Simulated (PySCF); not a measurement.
# C2H4B2F2Si: geometry, spin-spin couplings

What spin-spin couplings should C2H4B2F2Si (`C#CB(F)B[SiH2]F`) show?

Computed with PySCF 2.14.0, with density-fitted response routines of our own, on a single molecule in the gas phase. Atoms are numbered from 0 throughout.

### Step 1. The starting structure

11 atoms, charge 0, multiplicity 1; geometry from: GFN2-xTB. The atoms were then displaced at random by about 0.01 Å, so the start is not that level's minimum.

Bonds of the start (Å): C0–C1 1.22, C1–B2 1.53, B2–F3 1.35, B2–B4 1.63, B4–Si5 1.96, Si5–F6 1.63, C0–H7 1.05, B4–H8 1.16, Si5–H9 1.46, Si5–H10 1.47.

### Step 2. Optimising the geometry at PBE0-D3(BJ)/def2-SVP

What the job is given:

```
{"job": {"xc": "PBE0", "basis": "def2-SVP", "d3": "d3bj", "grid": 1, "shake": 0.01, "kind": "geom"}, "charge": 0, "multiplicity": 1}
C      2.850570    -0.589950    -0.506170
C      1.900380    -0.456390     0.251630
B      0.695320    -0.311290     1.189840
F      1.016360     0.142480     2.421580
B     -0.778400    -0.677260     0.604580
Si    -1.841680     0.684780    -0.322000
F     -1.004680     2.070350    -0.465660
H      3.661440    -0.651630    -1.173520
H     -1.226830    -1.746710     0.676670
H     -2.167310     0.390210    -1.709590
H     -3.067070     1.119590     0.371770
```

The run is started by

```
> OMP_NUM_THREADS=1 python probes_run.py task.json out
```

This one command runs all jobs of the session in turn.

The program printed:

```text
step   0  E = -616.67695400  max force = 0.033729
step   1  E = -616.68398208  max force = 0.013171
step   2  E = -616.68466939  max force = 0.006405
step   3  E = -616.68486919  max force = 0.003147
step   4  E = -616.68496416  max force = 0.002848
step   5  E = -616.68504015  max force = 0.001530
step   6  E = -616.68503917  max force = 0.000938
step   7  E = -616.68504062  max force = 0.000480
step   8  E = -616.68504159  max force = 0.000514
step   9  E = -616.68504162  max force = 0.000367
optimisation converged
```

Run time: 60 s. Hardware: 1 thread of Arm Neoverse V1, shared host; peak memory 0.51 GiB.

Step by step:

| step | energy from step 0 (eV) | largest force component (eV/Å) |
| --- | --- | --- |
| 0 | 0.0000 | 1.7344 |
| 1 | -0.1912 | 0.6773 |
| 2 | -0.2099 | 0.3294 |
| 3 | -0.2154 | 0.1618 |
| 4 | -0.2180 | 0.1465 |
| 5 | -0.2200 | 0.0787 |
| 6 | -0.2200 | 0.0482 |
| 7 | -0.2200 | 0.0247 |
| 8 | -0.2201 | 0.0264 |
| 9 | -0.2201 | 0.0189 |

Distances of close pairs at the start and the end, largest changes first:

| bond | before (Å) | after (Å) | change (Å) |
| --- | --- | --- | --- |
| B2–B4 | 1.627 | 1.680 | +0.053 |
| B4–H8 | 1.162 | 1.210 | +0.048 |
| B4–Si5 | 1.961 | 2.004 | +0.044 |
| Si5–H9 | 1.455 | 1.495 | +0.039 |
| C0–H7 | 1.052 | 1.076 | +0.024 |
| B2–F3 | 1.351 | 1.329 | -0.022 |
| Si5–H10 | 1.474 | 1.496 | +0.022 |
| Si5–F6 | 1.625 | 1.635 | +0.010 |

The final coordinates are the input of the step that follows.

| at the end point | value |
| --- | --- |
| point group (found at 0.08 Å tolerance) | C1 |
| rotational constants (GHz, main isotopes) | 2.817, 1.186, 1.035 |
| dipole moment (D) | 2.28 |

### Step 3. Indirect couplings: B3LYP/cc-pVTZ

What the job is given:

```
{"job": {"kind": "j", "xc": "B3LYP", "basis": "cc-pVTZ"}, "charge": 0, "multiplicity": 1}
C      2.782346    -0.524113    -0.515915
C      1.923918    -0.395083     0.340107
B      0.729792    -0.275595     1.293398
F      0.903625     0.163987     2.535743
B     -0.752961    -0.679914     0.615000
Si    -1.791612     0.712974    -0.384173
F     -1.000180     2.143531    -0.355846
H      3.553677    -0.629160    -1.258914
H     -1.196985    -1.805758     0.626880
H     -1.989063     0.340786    -1.818058
H     -3.124870     0.921593     0.261151
```

With the program's defaults for keys left out, this is: B3LYP/cc-pVTZ indirect spin-spin coupling, non-relativistic, gas phase.

The program printed:

```text
coarse grid: 10624 points
cycle   1  E = -617.5635092004  dE =  5.081e-01  |g| = 8.022e-01  |ddm| = 7.278e+00
cycle   2  E = -617.3708300725  dE =  1.927e-01  |g| = 1.392e+00  |ddm| = 2.690e+00
cycle   3  E = -617.6695055187  dE = -2.987e-01  |g| = 1.227e-01  |ddm| = 1.705e+00
cycle   4  E = -617.6718464140  dE = -2.341e-03  |g| = 7.048e-02  |ddm| = 2.746e-01
cycle   5  E = -617.6727727705  dE = -9.264e-04  |g| = 3.998e-02  |ddm| = 1.285e-01
cycle   6  E = -617.6731713532  dE = -3.986e-04  |g| = 4.263e-03  |ddm| = 5.278e-02
cycle   7  E = -617.6731761548  dE = -4.802e-06  |g| = 1.191e-03  |ddm| = 1.089e-02
final grid: 101456 points
cycle   8  E = -617.6761598914  dE = -7.245e-05  |g| = 4.285e-03  |ddm| = 8.422e-02
cycle   9  E = -617.6761564110  dE =  3.480e-06  |g| = 5.763e-03  |ddm| = 1.578e-02
cycle  10  E = -617.6761634075  dE = -6.997e-06  |g| = 1.403e-03  |ddm| = 9.225e-03
cycle  11  E = -617.6761637994  dE = -3.919e-07  |g| = 6.063e-04  |ddm| = 2.332e-03
cycle  12  E = -617.6761638827  dE = -8.329e-08  |g| = 1.899e-04  |ddm| = 8.274e-04
cycle  13  E = -617.6761638894  dE = -6.749e-09  |g| = 2.601e-05  |ddm| = 2.673e-04
cycle  14  E = -617.6761638896  dE = -1.562e-10  |g| = 5.711e-06  |ddm| = 5.107e-05
converged SCF energy = -617.6761638896

Indirect spin-spin couplings (Hz)
  i      j    bonds     total        FC       PSO       DSO        SD
  0 C    1 C    1    237.568   231.486     6.031     0.051         -
  0 C    2 B    2     21.202    19.563     1.251    -0.129     0.517
  0 C    3 F    3     -0.134     4.490    -6.693    -0.313     2.383
  0 C    4 B    3      1.354     1.609    -0.435    -0.042     0.222
  0 C    5 Si   4     -0.296    -0.235    -0.045     0.015    -0.031
  0 C    7 H    1    251.714   252.916    -1.535     0.333         -
  0 C    8 H    4      0.354     0.390     0.113    -0.149         -
  0 C    9 H    5      0.306     0.332     0.011    -0.038         -
  0 C   10 H    5     -0.186    -0.102     0.143    -0.227         -
  1 C    2 B    1     85.393    86.366    -1.540     0.300     0.267
  1 C    3 F    2     32.634    34.774    -2.582    -0.037     0.478
  1 C    4 B    2      9.604     9.427     0.353     0.061    -0.236
  1 C    5 Si   3      0.499     0.469     0.029    -0.010     0.011
  1 C    7 H    2     45.201    41.201     5.160    -1.161         -
  1 C    8 H    3     -1.059    -1.153     0.114    -0.020         -
  1 C    9 H    4      2.769     2.793    -0.002    -0.022         -
  1 C   10 H    4     -2.004    -1.906     0.104    -0.202         -
  2 B    3 F    1   -205.623  -143.100   -60.595     0.582    -2.509
  2 B    4 B    1     82.183    82.571    -1.105     0.316     0.401
  2 B    5 Si   2     -2.837    -2.744    -0.242    -0.041     0.189
  2 B    6 F    3      1.068     1.351    -0.519     0.212     0.024
  2 B    7 H    3      2.683     2.679     0.428    -0.478     0.055
  2 B    8 H    2     -0.931    -1.084    -0.011     0.051     0.113
  2 B    9 H    3     -0.023     0.091     0.065    -0.162    -0.017
  2 B   10 H    3      1.867     1.957     0.095    -0.172    -0.012
  3 F    4 B    2     26.753    36.338    -9.994    -0.107     0.515
  3 F    5 Si   3     -2.415    -1.017    -1.600     0.054     0.147
  3 F    6 F    4     -0.793    -0.090    -0.476     0.002    -0.229
  3 F    7 H    4     -8.658    -5.406    -1.859    -1.135    -0.258
  3 F    8 H    3     -0.110     1.458    -1.123    -0.717     0.272
  3 F    9 H    4     -5.008    -4.448     0.494    -0.974    -0.080
  3 F   10 H    4      5.096     5.313     0.294    -0.410    -0.100
  4 B    5 Si   1    -63.748   -64.035     1.495    -0.095    -1.113
  4 B    6 F    2     15.318    12.623     1.140    -0.188     1.743
  4 B    7 H    4     -0.563    -0.436     0.133    -0.239    -0.022
  4 B    8 H    1    138.278   140.178    -2.719     0.523     0.295
  4 B    9 H    2      7.105     7.357    -0.061    -0.247     0.056
  4 B   10 H    2      8.103     8.295    -0.052    -0.218     0.077
  5 Si   6 F    1    333.079   286.064    57.720    -0.171   -10.534
  5 Si   7 H    5      0.406     0.358    -0.071     0.093     0.025
  5 Si   8 H    2     -7.792    -7.704     0.073     0.035    -0.197
  5 Si   9 H    1   -168.581  -169.422     1.090    -0.268     0.019
  5 Si  10 H    1   -163.707  -164.537     1.068    -0.267     0.029
  6 F    8 H    3     20.401    21.489     0.236    -1.394     0.071
  6 F    9 H    2     35.273    36.565     1.019    -1.406    -0.905
  6 F   10 H    2     33.306    34.560     1.055    -1.420    -0.888
  7 H    8 H    5     -0.701    -0.596     0.586    -0.691         -
  7 H    9 H    6     -0.319    -0.286     0.214    -0.247         -
  7 H   10 H    6     -0.353    -0.042     0.516    -0.828         -
  8 H    9 H    3     -1.486    -1.349     0.233    -0.370         -
  8 H   10 H    3     -1.947    -1.797     0.270    -0.420         -
  9 H   10 H    2      2.021     3.212     0.671    -1.862         -
```

Run time: 80 s. Hardware: 1 thread of Arm Neoverse V1, shared host; peak memory 1 GiB.

The basis is not made for couplings: without tight functions at the nuclei these values are rough.

A choice of the couplings up to four bonds, sorted by the number of bonds, with means over like pairs; isotopes 11B, 13C, 19F, 1H, 29Si:

| pair | bonds | J (Hz) | Fermi contact (Hz) | dihedral (°) |
| --- | --- | --- | --- | --- |
| Si5–F6 | 1 | 333.1 | 286.1 | – |
| C0–H7 | 1 | 251.7 | 252.9 | – |
| C0–C1 | 1 | 237.6 | 231.5 | – |
| B2–F3 | 1 | -205.6 | -143.1 | – |
| Si5–H9 | 1 | -166.1 | -167.0 | – |
| B4–H8 | 1 | 138.3 | 140.2 | – |
| C1–B2 | 1 | 85.4 | 86.4 | – |
| B2–B4 | 1 | 82.2 | 82.6 | – |
| B4–Si5 | 1 | -63.7 | -64.0 | – |
| C1–H7 | 2 | 45.2 | 41.2 | – |
| F6–H9 | 2 | 34.3 | 35.6 | – |
| C1–F3 | 2 | 32.6 | 34.8 | – |
| F3–B4 | 2 | 26.8 | 36.3 | – |
| C0–B2 | 2 | 21.2 | 19.6 | – |
| B4–F6 | 2 | 15.3 | 12.6 | – |
| C1–B4 | 2 | 9.6 | 9.4 | – |
| Si5–H8 | 2 | -7.8 | -7.7 | – |
| B4–H9 | 2 | 7.6 | 7.8 | – |
| F6–H8 | 3 | 20.4 | 21.5 | -177 |
| B2–H7 | 3 | 2.7 | 2.7 | – |
| F3–Si5 | 3 | -2.4 | -1.0 | 92 |
| H8–H9 | 3 | -1.7 | -1.6 | -57 |
| C0–B4 | 3 | 1.4 | 1.6 | – |
| B2–F6 | 3 | 1.1 | 1.4 | -1 |
| C1–H8 | 3 | -1.1 | -1.2 | 89 |
| F3–H7 | 4 | -8.7 | -5.4 | – |

The spin-dipole term was solved for some atoms only; pairs without it lack that part.

Quadrupole couplings from the field gradients of the same density:

| atom | isotope | eQq/h (MHz) | η |
| --- | --- | --- | --- |
| B4 | 11B | 6.345 | 0.15 |
| B2 | 11B | 4.199 | 0.55 |

### Step 4. Indirect couplings: B3LYP/6-31G*

The job, as its differences from that of step 3:

```diff
@@ -1,2 +1,2 @@
-{"job": {"kind": "j", "xc": "B3LYP", "basis": "cc-pVTZ"}, "charge": 0, "multiplicity": 1}
+{"job": {"kind": "j", "xc": "B3LYP", "basis": "6-31G*"}, "charge": 0, "multiplicity": 1}
 C      2.782346    -0.524113    -0.515915
```

Method: B3LYP/6-31G* indirect spin-spin coupling, non-relativistic, gas phase.

The program printed:

```text
coarse grid: 10624 points
cycle   1  E = -617.4272359705  dE =  5.280e-01  |g| = 7.867e-01  |ddm| = 3.259e+00
cycle   2  E = -617.2437862313  dE =  1.834e-01  |g| = 1.320e+00  |ddm| = 1.798e+00
cycle   3  E = -617.5380713508  dE = -2.943e-01  |g| = 1.167e-01  |ddm| = 1.191e+00
cycle   4  E = -617.5404479783  dE = -2.377e-03  |g| = 6.900e-02  |ddm| = 1.580e-01
cycle   5  E = -617.5414436655  dE = -9.957e-04  |g| = 3.643e-02  |ddm| = 7.924e-02
cycle   6  E = -617.5417900398  dE = -3.464e-04  |g| = 3.578e-03  |ddm| = 3.004e-02
cycle   7  E = -617.5417939518  dE = -3.912e-06  |g| = 1.120e-03  |ddm| = 5.377e-03
final grid: 101456 points
cycle   8  E = -617.5022394729  dE = -1.848e-05  |g| = 3.309e-03  |ddm| = 2.225e-02
cycle   9  E = -617.5022375013  dE =  1.972e-06  |g| = 4.335e-03  |ddm| = 7.274e-03
cycle  10  E = -617.5022423742  dE = -4.873e-06  |g| = 1.242e-03  |ddm| = 4.542e-03
cycle  11  E = -617.5022427612  dE = -3.870e-07  |g| = 2.843e-04  |ddm| = 1.173e-03
cycle  12  E = -617.5022427783  dE = -1.711e-08  |g| = 1.080e-04  |ddm| = 2.855e-04
cycle  13  E = -617.5022427803  dE = -1.982e-09  |g| = 2.143e-05  |ddm| = 9.360e-05
cycle  14  E = -617.5022427804  dE = -1.203e-10  |g| = 4.267e-06  |ddm| = 2.782e-05
converged SCF energy = -617.5022427804

Indirect spin-spin couplings (Hz)
  i      j    bonds     total        FC       PSO       DSO        SD
  0 C    1 C    1    142.973   139.370     3.543     0.061         -
  0 C    2 B    2     21.033    19.670     1.057    -0.129     0.434
  0 C    3 F    3     13.055    17.716    -6.490    -0.307     2.136
  0 C    4 B    3      2.015     2.210    -0.352    -0.043     0.199
  0 C    5 Si   4     -0.767    -0.705    -0.047     0.015    -0.030
  0 C    7 H    1    235.141   236.617    -1.937     0.461         -
  0 C    8 H    4      1.075     1.137     0.087    -0.149         -
  0 C    9 H    5      0.771     0.791     0.017    -0.038         -
  0 C   10 H    5     -0.205    -0.088     0.108    -0.226         -
  1 C    2 B    1    106.191   107.031    -1.363     0.305     0.218
  1 C    3 F    2     26.782    28.482    -2.101    -0.015     0.416
  1 C    4 B    2     10.866    10.694     0.321     0.061    -0.210
  1 C    5 Si   3      0.528     0.511     0.015    -0.010     0.012
  1 C    7 H    2     30.199    27.801     3.538    -1.140         -
  1 C    8 H    3     -1.102    -1.185     0.099    -0.016         -
  1 C    9 H    4      2.236     2.258    -0.001    -0.020         -
  1 C   10 H    4     -1.872    -1.746     0.074    -0.200         -
  2 B    3 F    1    -68.327   -15.185   -51.143     0.717    -2.717
  2 B    4 B    1    101.943   102.236    -0.981     0.315     0.373
  2 B    5 Si   2     -4.475    -4.378    -0.214    -0.040     0.157
  2 B    6 F    3     -0.298    -0.051    -0.487     0.215     0.025
  2 B    7 H    3      1.755     1.873     0.292    -0.472     0.062
  2 B    8 H    2      1.208     1.085    -0.030     0.060     0.092
  2 B    9 H    3      0.268     0.404     0.038    -0.158    -0.016
  2 B   10 H    3      2.154     2.270     0.065    -0.169    -0.012
  3 F    4 B    2     21.366    30.090    -9.168    -0.087     0.531
  3 F    5 Si   3     -3.408    -2.055    -1.502     0.050     0.099
  3 F    6 F    4     -1.092    -0.362    -0.569     0.023    -0.183
  3 F    7 H    4    -10.168    -6.629    -2.145    -1.106    -0.287
  3 F    8 H    3      1.666     3.581    -1.459    -0.668     0.212
  3 F    9 H    4     -5.205    -4.449     0.268    -0.949    -0.075
  3 F   10 H    4      5.080     5.374     0.192    -0.392    -0.095
  4 B    5 Si   1    -78.058   -77.987     1.042    -0.096    -1.018
  4 B    6 F    2     28.532    24.679     2.095    -0.177     1.935
  4 B    7 H    4     -0.770    -0.592     0.081    -0.235    -0.023
  4 B    8 H    1    140.483   142.481    -2.808     0.602     0.208
  4 B    9 H    2      9.155     9.475    -0.108    -0.238     0.026
  4 B   10 H    2     10.705    10.975    -0.100    -0.208     0.038
  5 Si   6 F    1    263.727   220.722    50.831    -0.209    -7.617
  5 Si   7 H    5      0.442     0.369    -0.042     0.092     0.024
  5 Si   8 H    2     -4.671    -4.479    -0.050     0.030    -0.172
  5 Si   9 H    1   -188.099  -188.622     1.234    -0.300    -0.411
  5 Si  10 H    1   -183.503  -184.037     1.238    -0.299    -0.405
  6 F    7 H    6     -0.173     0.010     0.130    -0.311    -0.002
  6 F    8 H    3     22.986    24.056     0.103    -1.360     0.187
  6 F    9 H    2     41.277    42.726     0.412    -1.318    -0.543
  6 F   10 H    2     39.586    41.024     0.420    -1.333    -0.525
  7 H    8 H    5     -0.967    -0.639     0.351    -0.678         -
  7 H    9 H    6     -0.453    -0.327     0.113    -0.239         -
  7 H   10 H    6     -0.538    -0.037     0.317    -0.818         -
  8 H    9 H    3     -1.688    -1.411     0.068    -0.344         -
  8 H   10 H    3     -2.200    -1.900     0.094    -0.394         -
  9 H   10 H    2      2.880     4.552     0.112    -1.784         -
```

Wall time 28 s (1 thread of Arm Neoverse V1, shared host); peak memory 0.61 GiB.

The basis is not made for couplings: without tight functions at the nuclei these values are rough.

Key values: J(Si5,F6) 263.7 Hz, J(C0,H7) 235.1 Hz, J(Si5,H9) -185.8 Hz (means over like pairs).

### Step 5. Run by run: spin-spin couplings

Couplings (Hz), each a mean over the pairs like the one named, with basis size and wall time:

| run | Si5–F6 | C0–H7 | C0–C1 | B2–F3 | Si5–H9 | B4–H8 | C1–B2 | functions | time |
| --- | --- | --- | --- | --- | --- | --- | --- | --- | --- |
| B3LYP/cc-pVTZ | 333.1 | 251.7 | 237.6 | -205.6 | -166.1 | 138.3 | 85.4 | 270 | 80 s |
| B3LYP/6-31G* | 263.7 | 235.1 | 143.0 | -68.3 | -185.8 | 140.5 | 106.2 | 110 | 28 s |

### Step 6. Summary of results

| quantity | value |
| --- | --- |
| point group | C1 |
| rotational constants (main isotopes) | 2.82, 1.19, 1.04 GHz |
| largest coupling of the table (B3LYP/cc-pVTZ) | 1J(Si,F) Si5–F6, 333.1 Hz |
| range of J(Si5,F6), mean over like pairs | 263.7 to 333.1 Hz |

Relaxing lowered the energy by 0.220 eV in 9 steps; the close pair that moved most is B2–B4, from 1.627 to 1.680 Å. No frequency check was run at this level, so the end point may be a saddle. In the run at B3LYP/cc-pVTZ, the largest coupling of the table is Si5–F6, 333.1 Hz, of which the Fermi-contact term gives 286.1 Hz. Couplings across rotatable bonds belong to this one conformer; where others are populated, the observed values are averages. Density functionals describe couplings to fluorine poorly, F–F couplings above all, so those rows are rough. The coupling Si5–F6, as a mean over pairs of its kind, runs from 263.7 Hz (B3LYP/6-31G*) to 333.1 Hz (B3LYP/cc-pVTZ). Couplings from bases without tight functions are rough.
